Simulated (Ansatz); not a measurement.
# B started on a Ti site and an O vacancy in rutile TiO2, 11 atoms, charge +2

Aim: a base single point, then the same cell under other settings, to see what each one moves.

All numbers are computed with Ansatz 0.2.0 (PAW, plane waves).

**1. Starting point**

11 atoms (3 Ti, 1 B, 7 O); a = 4.591 Å, b = 4.591 Å, c = 5.878 Å, α = 90.00°, β = 90.00°, γ = 90.00°. All atoms were shaken off their sites by about 0.07 Å along each axis. Defect site 1: (0.500, 0.500, 0.250). Defect site 2: (0.304, 0.304, 0.000). Starting moments add up to 1 μB.

Structure file:

```cif
data_structure
_symmetry_space_group_name_H-M 'P 1'
_symmetry_Int_Tables_number 1
_cell_length_a 4.5914
_cell_length_b 4.5914
_cell_length_c 5.8777
_cell_angle_alpha 90.000
_cell_angle_beta 90.000
_cell_angle_gamma 90.000
_cell_volume 123.91
loop_
_atom_site_label
_atom_site_type_symbol
_atom_site_fract_x
_atom_site_fract_y
_atom_site_fract_z
_atom_site_occupancy
Ti1 Ti 0.97869 0.00151 0.01127 1
Ti2 Ti 0.97173 0.96197 0.49272 1
Ti3 Ti 0.50305 0.50142 0.75099 1
B1 B 0.49975 0.50882 0.28394 1
O1 O 0.30141 0.29863 0.50852 1
O2 O 0.71116 0.69065 0.00346 1
O3 O 0.68172 0.71392 0.48294 1
O4 O 0.18810 0.80277 0.27348 1
O5 O 0.20347 0.79142 0.75147 1
O6 O 0.79632 0.18944 0.25903 1
O7 O 0.79514 0.21168 0.74781 1
```

**2. PBEsol single point**

Input file in.yaml:

```yaml
crystal:
  lattice:
    - [4.591414, 0.000000, 0.000000]
    - [0.000000, 4.591414, 0.000000]
    - [0.000000, 0.000000, 5.877742]
  atoms:
    - { symbol: Ti, position: [0.978685, 0.001507, 0.011269], spin: 0.125 }
    - { symbol: Ti, position: [0.971727, 0.961967, 0.492722] }
    - { symbol: Ti, position: [0.503052, 0.501420, 0.750989], spin: 0.125 }
    - { symbol: B, position: [0.499750, 0.508815, 0.283943], spin: 0.125 }
    - { symbol: O, position: [0.301413, 0.298631, 0.508518], spin: 0.125 }
    - { symbol: O, position: [0.711162, 0.690648, 0.003461], spin: 0.125 }
    - { symbol: O, position: [0.681718, 0.713921, 0.482940], spin: 0.125 }
    - { symbol: O, position: [0.188105, 0.802771, 0.273477], spin: 0.125 }
    - { symbol: O, position: [0.203469, 0.791417, 0.751466] }
    - { symbol: O, position: [0.796320, 0.189437, 0.259033], spin: 0.125 }
    - { symbol: O, position: [0.795141, 0.211678, 0.747812] }
kpoints:
  mp_grid: { grid: [2, 2, 2], shift: [0.5, 0.5, 0.5] }
hamiltonian:
  xc: pbesol
total_charge: 2
magnetization:
  spin_polarized: true
scf:
  occupations: { method: fermi_dirac, width: 0.01 }
output:
  forces: true
  eigenvalues: true
  populations: true
  charged_corrections: { epsilon: 100 }
```

Command:

```bash
> ansatz run in.yaml --threads 8 --pin off --max-ram 13300MiB --runs-dir r --events-out ev --progress --plain
```

**3. Variant: density threshold 1e-12 eV, charge changed by -2, accuracy high**

Edit in.yaml of step 2 so:

```diff
@@ -1 +1,2 @@
+accuracy: high
 crystal:
@@ -21,3 +22,2 @@
   xc: pbesol
-total_charge: 2
 magnetization:
@@ -26,2 +26,4 @@
   occupations: { method: fermi_dirac, width: 0.01 }
+  max_iter: 60
+  convergence: { dr2_threshold: 1e-12 }
 output:
@@ -29,3 +31,2 @@
   eigenvalues: true
-  populations: true
-  charged_corrections: { epsilon: 100 }
+  stress: true
```

**4. Variant: starting moment 1 μB, mixing beta 0.6**

Input file in.yaml:

```yaml
crystal:
  lattice:
    - [4.591414, 0.000000, 0.000000]
    - [0.000000, 4.591414, 0.000000]
    - [0.000000, 0.000000, 5.877742]
  atoms:
    - { symbol: Ti, position: [0.978685, 0.001507, 0.011269] }
    - { symbol: Ti, position: [0.971727, 0.961967, 0.492722] }
    - { symbol: Ti, position: [0.503052, 0.501420, 0.750989] }
    - { symbol: B, position: [0.499750, 0.508815, 0.283943] }
    - { symbol: O, position: [0.301413, 0.298631, 0.508518] }
    - { symbol: O, position: [0.711162, 0.690648, 0.003461] }
    - { symbol: O, position: [0.681718, 0.713921, 0.482940] }
    - { symbol: O, position: [0.188105, 0.802771, 0.273477] }
    - { symbol: O, position: [0.203469, 0.791417, 0.751466] }
    - { symbol: O, position: [0.796320, 0.189437, 0.259033] }
    - { symbol: O, position: [0.795141, 0.211678, 0.747812] }
kpoints:
  mp_grid: { grid: [2, 2, 2], shift: [0.5, 0.5, 0.5] }
hamiltonian:
  xc: pbesol
total_charge: 2
magnetization:
  spin_polarized: true
  initial_magnetization: 1
scf:
  occupations: { method: fermi_dirac, width: 0.01 }
  max_iter: 60
  mixing: { beta: 0.6 }
output:
  forces: true
  eigenvalues: true
  stress: true
```

**5. Variant: density threshold 1e-05 eV**

Input file in.yaml:

```yaml
crystal:
  lattice:
    - [4.591414, 0.000000, 0.000000]
    - [0.000000, 4.591414, 0.000000]
    - [0.000000, 0.000000, 5.877742]
  atoms:
    - { symbol: Ti, position: [0.978685, 0.001507, 0.011269], spin: 0.125 }
    - { symbol: Ti, position: [0.971727, 0.961967, 0.492722] }
    - { symbol: Ti, position: [0.503052, 0.501420, 0.750989], spin: 0.125 }
    - { symbol: B, position: [0.499750, 0.508815, 0.283943], spin: 0.125 }
    - { symbol: O, position: [0.301413, 0.298631, 0.508518], spin: 0.125 }
    - { symbol: O, position: [0.711162, 0.690648, 0.003461], spin: 0.125 }
    - { symbol: O, position: [0.681718, 0.713921, 0.482940], spin: 0.125 }
    - { symbol: O, position: [0.188105, 0.802771, 0.273477], spin: 0.125 }
    - { symbol: O, position: [0.203469, 0.791417, 0.751466] }
    - { symbol: O, position: [0.796320, 0.189437, 0.259033], spin: 0.125 }
    - { symbol: O, position: [0.795141, 0.211678, 0.747812] }
kpoints:
  mp_grid: { grid: [2, 2, 2], shift: [0.5, 0.5, 0.5] }
hamiltonian:
  xc: pbesol
total_charge: 2
magnetization:
  spin_polarized: true
scf:
  occupations: { method: fermi_dirac, width: 0.01 }
  max_iter: 50
  convergence: { dr2_threshold: 1e-05 }
output:
  forces: true
  eigenvalues: true
  stress: true
  write_density: true
  write_potential: true
  elf: true
  volumetric_format: npy
```

**6. Variant: starting moment 2 μB, charge changed by -1**

Input file in.yaml:

```yaml
crystal:
  lattice:
    - [4.591414, 0.000000, 0.000000]
    - [0.000000, 4.591414, 0.000000]
    - [0.000000, 0.000000, 5.877742]
  atoms:
    - { symbol: Ti, position: [0.978685, 0.001507, 0.011269] }
    - { symbol: Ti, position: [0.971727, 0.961967, 0.492722] }
    - { symbol: Ti, position: [0.503052, 0.501420, 0.750989] }
    - { symbol: B, position: [0.499750, 0.508815, 0.283943] }
    - { symbol: O, position: [0.301413, 0.298631, 0.508518] }
    - { symbol: O, position: [0.711162, 0.690648, 0.003461] }
    - { symbol: O, position: [0.681718, 0.713921, 0.482940] }
    - { symbol: O, position: [0.188105, 0.802771, 0.273477] }
    - { symbol: O, position: [0.203469, 0.791417, 0.751466] }
    - { symbol: O, position: [0.796320, 0.189437, 0.259033] }
    - { symbol: O, position: [0.795141, 0.211678, 0.747812] }
kpoints:
  mp_grid: { grid: [2, 2, 2], shift: [0.5, 0.5, 0.5] }
hamiltonian:
  xc: pbesol
total_charge: 1
magnetization:
  spin_polarized: true
  initial_magnetization: 2
scf:
  occupations: { method: fermi_dirac, width: 0.01 }
  max_iter: 70
output:
  forces: true
  eigenvalues: true
  stress: true
  write_density: true
  write_potential: true
  elf: true
  volumetric_format: npy
```

**7. Changed settings: mixer linear, accuracy low, functional LDA**

Input file in.yaml:

```yaml
accuracy: low
crystal:
  lattice:
    - [4.591414, 0.000000, 0.000000]
    - [0.000000, 4.591414, 0.000000]
    - [0.000000, 0.000000, 5.877742]
  atoms:
    - { symbol: Ti, position: [0.978685, 0.001507, 0.011269], spin: 0.125 }
    - { symbol: Ti, position: [0.971727, 0.961967, 0.492722] }
    - { symbol: Ti, position: [0.503052, 0.501420, 0.750989], spin: 0.125 }
    - { symbol: B, position: [0.499750, 0.508815, 0.283943], spin: 0.125 }
    - { symbol: O, position: [0.301413, 0.298631, 0.508518], spin: 0.125 }
    - { symbol: O, position: [0.711162, 0.690648, 0.003461], spin: 0.125 }
    - { symbol: O, position: [0.681718, 0.713921, 0.482940], spin: 0.125 }
    - { symbol: O, position: [0.188105, 0.802771, 0.273477], spin: 0.125 }
    - { symbol: O, position: [0.203469, 0.791417, 0.751466] }
    - { symbol: O, position: [0.796320, 0.189437, 0.259033], spin: 0.125 }
    - { symbol: O, position: [0.795141, 0.211678, 0.747812] }
kpoints:
  mp_grid: { grid: [2, 2, 2], shift: [0.5, 0.5, 0.5] }
hamiltonian:
  xc: lda
total_charge: 2
magnetization:
  spin_polarized: true
scf:
  occupations: { method: fermi_dirac, width: 0.01 }
  max_iter: 90
  mixing: { algorithm: linear }
output:
  forces: true
  eigenvalues: true
  stress: true
  write_density: true
  write_potential: true
  elf: true
  volumetric_format: npy
```

Before running it: what results should come out? Wanted: for each run, settings; status; energy from base; forces from base.

As calculated:

| settings | status | cycles | time | energy from base (meV/atom) | forces from base (eV/Å rms) | filled to empty level on the mesh (eV) |
| --- | --- | --- | --- | --- | --- | --- |
| base | converged | 18 | 3.6 s (8 CPU threads) | 0 | 0 | 0.20 |
| density threshold 1e-12 eV, charge changed by -2, accuracy high | converged | 22 | 3.9 s (8 CPU threads) | - | 0.727 | 0.55 |
| starting moment 1 μB, mixing beta 0.6 | converged | 15 | 3 s (8 CPU threads) | 0.0 | 0.000 | 0.20 |
| density threshold 1e-05 eV | converged | 14 | 3.4 s (8 CPU threads) | 0.0 | 0.000 | 0.20 |
| starting moment 2 μB, charge changed by -1 | converged | 14 | 3.3 s (8 CPU threads) | - | 0.440 | 1.44 |
| mixer linear, accuracy low, functional LDA | refused | - | 0.1 s (8 CPU threads) | - | - | - |

**Reading.** Among these variants the forces move most with density threshold 1e-12 eV, charge changed by -2, accuracy high (0.727 eV/Å rms). 1 of 5 variants gave no result: mixer linear, accuracy low, functional LDA (refused).
